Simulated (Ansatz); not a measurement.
**BFH₇NSi₂: small, medium and large basis sets**

How large a basis does BFH₇NSi₂ need? Two functionals are run in growing sets.

Program: Ansatz 0.2.0, Gaussian basis. Level of theory: one geometry, several basis sets. These are calculated values, not measurements.

Levels to be run: PBE0-D4/def2-SVP; ωB97M-V/def2-SVP; PBE0-D4/def2-QZVPP; ωB97M-V/def2-QZVPP; the functionals' def2-TZVPP values are taken from earlier runs.

### Step 1. The relaxed structure

The geometry comes from an earlier relaxation with PBE0-D4 in a triple-zeta def2 set; it is a stationary point, not always the lowest conformer.

SMILES `B[SiH2][SiH](N)F`, 12 atoms, charge 0, spin multiplicity 1.

Atoms are counted from 1 here; the program's logs count them from 0.

Bond lengths: B1–Si2 1.986 Å, B1–H6 1.197 Å, B1–H7 1.194 Å, Si2–Si3 2.357 Å, Si2–H8 1.489 Å, Si2–H9 1.488 Å, Si3–N4 1.699 Å, Si3–F5 1.611 Å, Si3–H10 1.484 Å, N4–H11 1.007 Å, N4–H12 1.006 Å. Angles: Si2–B1–H6 120.2°, Si2–B1–H7 121.8°, H6–B1–H7 117.7°, B1–Si2–Si3 100.6°, B1–Si2–H8 114.6°, B1–Si2–H9 115.6°, Si3–Si2–H8 106.8°, Si3–Si2–H9 108.7°, H8–Si2–H9 109.6°, Si2–Si3–N4 108.5°, Si2–Si3–F5 106.4°, Si2–Si3–H10 115.7°, N4–Si3–F5 114.1°, N4–Si3–H10 107.2°, F5–Si3–H10 105.2°, Si3–N4–H11 122.3°, Si3–N4–H12 122.8°, H11–N4–H12 112.2°.

Coordinates:

```mol
BFH7NSi2
  3D, bonds by distance, orders not assigned

 12 11  0  0  0  0  0  0  0  0999 V2000
   -0.9714    1.1509    1.4481 B   0  0
   -0.9765    0.9498   -0.5277 Si  0  0
    0.9536   -0.3669   -0.8357 Si  0  0
    0.7581   -1.8197    0.0222 N   0  0
    2.1984    0.5269   -0.3396 F   0  0
   -1.3694    0.2618    2.1446 H   0  0
   -0.4713    2.0944    1.9829 H   0  0
   -2.1221    0.1674   -1.0694 H   0  0
   -0.8218    2.2106   -1.3025 H   0  0
    1.2693   -0.7260   -2.2404 H   0  0
    1.3050   -2.6408   -0.1776 H   0  0
    0.3252   -1.8636    0.9291 H   0  0
  1  2  8  0
  2  3  8  0
  3  4  8  0
  3  5  8  0
  1  6  8  0
  1  7  8  0
  2  8  8  0
  2  9  8  0
  3 10  8  0
  4 11  8  0
  4 12  8  0
M  END
```

### Step 2. PBE0-D4 in def2-SVP

in.yaml

```yaml
crystal:
  periodic: [false, false, false]
  atoms:
    - {symbol: B, position_ang: [-0.971421, 1.150860, 1.448145]}
    - {symbol: Si, position_ang: [-0.976532, 0.949821, -0.527679]}
    - {symbol: Si, position_ang: [0.953580, -0.366879, -0.835736]}
    - {symbol: N, position_ang: [0.758148, -1.819678, 0.022227]}
    - {symbol: F, position_ang: [2.198444, 0.526858, -0.339597]}
    - {symbol: H, position_ang: [-1.369402, 0.261758, 2.144602]}
    - {symbol: H, position_ang: [-0.471331, 2.094412, 1.982909]}
    - {symbol: H, position_ang: [-2.122102, 0.167425, -1.069392]}
    - {symbol: H, position_ang: [-0.821808, 2.210625, -1.302549]}
    - {symbol: H, position_ang: [1.269282, -0.726004, -2.240429]}
    - {symbol: H, position_ang: [1.305004, -2.640789, -0.177552]}
    - {symbol: H, position_ang: [0.325236, -1.863607, 0.929050]}
basis:
  gaussian: {orbitals: def2-SVP}
hamiltonian: {xc: pbe0, dispersion: d4}
output: {orbitals: {seedname: orbitals}}
```

Run with:

```sh
> ansatz run in.yaml --threads 4 --pin off --events-out ev --progress --plain --max-ram 10444MiB
```

Further steps of the session: ωB97M-V in def2-SVP; PBE0-D4 in def2-QZVPP; ωB97M-V in def2-QZVPP.

Q: Predict the results of all the runs planned. Wanted: PBE0-D4: double and triple zeta above quadruple; ωB97M-V: double and triple zeta above quadruple.

**Answer**, as computed:

```
                                       quantity           value
PBE0-D4: double and triple zeta above quadruple  12.68, 0.84 eV
ωB97M-V: double and triple zeta above quadruple  12.87, 0.78 eV
```

In words: For PBE0-D4 the step from double to triple zeta gains 11.84 eV and the next only 0.84 eV. Total energies overstate the basis error of differences, where much of it tends to cancel.
